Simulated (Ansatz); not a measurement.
**C2H5InO: vertical ionisation energy**

The task here is to estimate one member of a computed series from the others.

Method: unrestricted cation, the program's frozen cores in correlated methods; program: Ansatz 0.2.0, Gaussian basis.

Levels to be run: UKS PBE-D4/def2-TZVPP; UKS r2SCAN-D4/def2-TZVPP; UKS PBE0-D4/def2-TZVPP; UKS B3LYP-D4/def2-TZVPP; UKS wB97X-V/def2-TZVPP; UKS wB97M-V/def2-TZVPP; UKS B2PLYP/def2-TZVPP; UHF-CCSD(T)/def2-TZVPP; UHF-MP2/def2-QZVPP; extrapolation to the limit; then −ε(HOMO) from the neutral's earlier runs with LDA (SPW92), PBE-D4, revPBE-D4, BLYP-D4, r2SCAN-D4, B97M-V, PBE0-D4, B3LYP-D4, r2SCANh-D4, r2SCAN0-D4, HSE06-D4, BHLYP-D4, CAM-B3LYP-D4, LC-ωPBE, ωB97X-V, ωB97M-V.

## The geometry

All runs share one geometry, relaxed beforehand with PBE0-D4 in a triple-zeta def2 set. In takes the def2 core potential; no spin-orbit term is included.

SMILES `C=C[O][InH2]`, 9 atoms, charge 0, spin multiplicity 1.

Atoms are counted from 1 here; the program's logs count them from 0.

Bond lengths: C1–C2 1.334 Å, C1–H5 1.086 Å, C1–H6 1.081 Å, C2–O3 1.332 Å, C2–H7 1.092 Å, O3–In4 2.016 Å, In4–H8 1.702 Å, In4–H9 1.702 Å. Angles: C2–C1–H5 122.1°, C2–C1–H6 120.2°, H5–C1–H6 117.7°, C1–C2–O3 127.3°, C1–C2–H7 119.6°, O3–C2–H7 113.1°, C2–O3–In4 123.9°, O3–In4–H8 108.3°, O3–In4–H9 113.2°, H8–In4–H9 138.5°.

Set-up of the first run:

The input, in.yaml:

```yaml
crystal:
  periodic: [false, false, false]
  atoms:
    - {symbol: C, position_ang: [0.030453, 1.324515, -0.761385]}
    - {symbol: C, position_ang: [0.987242, 0.553641, -0.242709]}
    - {symbol: O, position_ang: [0.905024, -0.740894, 0.059842]}
    - {symbol: In, position_ang: [-0.742794, -1.615884, 0.822812]}
    - {symbol: H, position_ang: [-0.955491, 0.937701, -1.001918]}
    - {symbol: H, position_ang: [0.226457, 2.367068, -0.971049]}
    - {symbol: H, position_ang: [1.974282, 0.978128, -0.046496]}
    - {symbol: H, position_ang: [-0.580238, -3.300842, 0.650432]}
    - {symbol: H, position_ang: [-1.844935, -0.503433, 1.490461]}
basis:
  gaussian: {orbitals: def2-TZVPP}
total_charge: 1
magnetization: {spin_polarized: true, initial_magnetization: 1}
hamiltonian: {xc: pbe, dispersion: d4}
```

The run is started by

```console
> ansatz run in.yaml --threads 2 --pin off --events-out ev --progress --plain --max-ram 22528MiB --backend cpu
```

Among the steps run: Cation, UKS PBE-D4/def2-TZVPP; Cation, UKS r2SCAN-D4/def2-TZVPP; Cation, UKS PBE0-D4/def2-TZVPP; Cation, UKS B3LYP-D4/def2-TZVPP; Cation, UKS wB97X-V/def2-TZVPP; Cation, UKS wB97M-V/def2-TZVPP; Cation, UKS B2PLYP (frozen core)/def2-TZVPP; Cation, UHF-CCSD(T)/def2-TZVPP; Cation, UHF-MP2/def2-QZVPP.

One table of the session follows, with a row left open; its other results are not shown here.

Orbital estimates, from the neutral's runs:

```
  functional  −ε(HOMO) (eV)
 LDA (SPW92)           5.42
      PBE-D4           5.19
   revPBE-D4           5.11
     BLYP-D4           5.06
   r2SCAN-D4           5.35
      B97M-V              ?
     PBE0-D4           6.27
    B3LYP-D4           6.08
  r2SCANh-D4           5.77
  r2SCAN0-D4           6.40
    HSE06-D4           5.87
    BHLYP-D4           7.26
CAM-B3LYP-D4           7.60
     LC-ωPBE           8.92
     ωB97X-V           8.56
     ωB97M-V           8.49
```

**Question.** Estimate the row for B97M-V.

As computed: −ε(HOMO) (eV): 5.40. In the column «−ε(HOMO) (eV)» it lies between r2SCAN-D4 (5.35) and LDA (SPW92) (5.42).
